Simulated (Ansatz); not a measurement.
# CH7BrO2Si2: one species, many methods

The task here is to estimate one member of a computed series from the others.

The runs use Ansatz 0.2.0, Gaussian basis; functionals in def2-TZVPP, the program's frozen cores in correlated methods.

Plan: LDA (SPW92), PBE-D4, revPBE-D4, BLYP-D4, r2SCAN-D4, B97M-V, PBE0-D4, B3LYP-D4, r2SCANh-D4, r2SCAN0-D4, HSE06-D4, BHLYP-D4, CAM-B3LYP-D4, LC-ωPBE, ωB97X-V, ωB97M-V, B2PLYP, PBE-QIDH; CCSD(T)/def2-SVP; CCSD(T)/def2-TZVPP; MP2/def2-QZVPP; extrapolation to the limit; RPA on PBE.

## Structure used throughout

An earlier PBE0-D4 in a triple-zeta def2 set relaxation fixed the geometry.

13 atoms, charge 0, spin multiplicity 1.

Atoms are counted from 1 here; the program's logs count them from 0.

Bond lengths: C1–Si2 1.838 Å, C1–H7 1.091 Å, C1–H8 1.091 Å, C1–H9 1.093 Å, Si2–O3 1.628 Å, Si2–Br4 2.240 Å, Si2–O5 1.622 Å, O3–H10 0.958 Å, O5–Si6 1.643 Å, Si6–H11 1.483 Å, Si6–H12 1.485 Å, Si6–H13 1.484 Å. Angles: Si2–C1–H7 110.6°, Si2–C1–H8 110.6°, Si2–C1–H9 109.7°, H7–C1–H8 108.7°, H7–C1–H9 108.6°, H8–C1–H9 108.6°, C1–Si2–O3 108.1°, C1–Si2–Br4 110.7°, C1–Si2–O5 111.5°, O3–Si2–Br4 108.8°, O3–Si2–O5 111.4°, Br4–Si2–O5 106.3°, Si2–O3–H10 118.6°, Si2–O5–Si6 144.2°, O5–Si6–H11 107.3°, O5–Si6–H12 110.2°, O5–Si6–H13 110.3°, H11–Si6–H12 109.7° and more.

The first run:

Contents of in.yaml:

```yaml
crystal:
  periodic: [false, false, false]
  atoms:
    - {symbol: C, position_ang: [-0.362984, -2.102109, 0.003731]}
    - {symbol: Si, position_ang: [-0.350585, -0.375297, 0.633528]}
    - {symbol: O, position_ang: [0.008071, -0.418339, 2.221065]}
    - {symbol: Br, position_ang: [-2.362283, 0.575574, 0.372330]}
    - {symbol: O, position_ang: [0.700597, 0.550191, -0.185584]}
    - {symbol: Si, position_ang: [0.843088, 1.883764, -1.134511]}
    - {symbol: H, position_ang: [-0.617074, -2.121361, -1.057393]}
    - {symbol: H, position_ang: [-1.091304, -2.704409, 0.548927]}
    - {symbol: H, position_ang: [0.626287, -2.547978, 0.133881]}
    - {symbol: H, position_ang: [-0.076311, 0.387491, 2.733045]}
    - {symbol: H, position_ang: [2.269600, 1.998107, -1.521579]}
    - {symbol: H, position_ang: [0.430304, 3.095730, -0.382709]}
    - {symbol: H, position_ang: [0.002993, 1.743833, -2.350029]}
basis:
  gaussian: {orbitals: def2-TZVPP}
hamiltonian: {xc: lda}
output: {orbitals: {seedname: orbitals}}
```

Among the steps run: LDA; PBE-D4 (GGA); revPBE-D4 (GGA); BLYP-D4 (GGA); r2SCAN-D4 (meta-GGA); B97M-V (meta-GGA); PBE0-D4 (hybrid); B3LYP-D4 (hybrid); r2SCANh-D4 (hybrid); r2SCAN0-D4 (hybrid); HSE06-D4 (hybrid); BHLYP-D4 (hybrid); CAM-B3LYP-D4 (range-separated); LC-ωPBE (range-separated); ωB97X-V (range-separated); ωB97M-V (range-separated); B2PLYP (double hybrid); PBE-QIDH (double hybrid).

One of the session's tables, all rows but one given; the rest of the session is left out.

It belongs to the step «Orbital energies across the functionals». 

| functional | HOMO (eV) | gap (eV) |
| --- | --- | --- |
| LDA (SPW92) | -7.23 | 6.17 |
| PBE-D4 | -7.06 | 6.26 |
| revPBE-D4 | -7.00 | 6.32 |
| BLYP-D4 | -6.89 | 6.20 |
| r2SCAN-D4 | -7.42 | 7.08 |
| B97M-V | -7.52 | 6.89 |
| PBE0-D4 | -8.41 | 8.46 |
| B3LYP-D4 | -8.14 | 7.94 |
| r2SCANh-D4 | -7.91 | 7.85 |
| r2SCAN0-D4 | -8.65 | 8.99 |
| HSE06-D4 | ? | ? |
| BHLYP-D4 | -9.60 | 10.43 |
| CAM-B3LYP-D4 | -9.76 | 10.72 |
| LC-ωPBE | -11.17 | 13.35 |
| ωB97X-V | -10.81 | 12.80 |
| ωB97M-V | -10.68 | 12.30 |

Q: Estimate the row for HSE06-D4 from the others.

The run gave: HOMO (eV): -8.01; gap (eV): 7.69. In the column «HOMO (eV)» it lies between B3LYP-D4 (-8.14) and r2SCANh-D4 (-7.91).
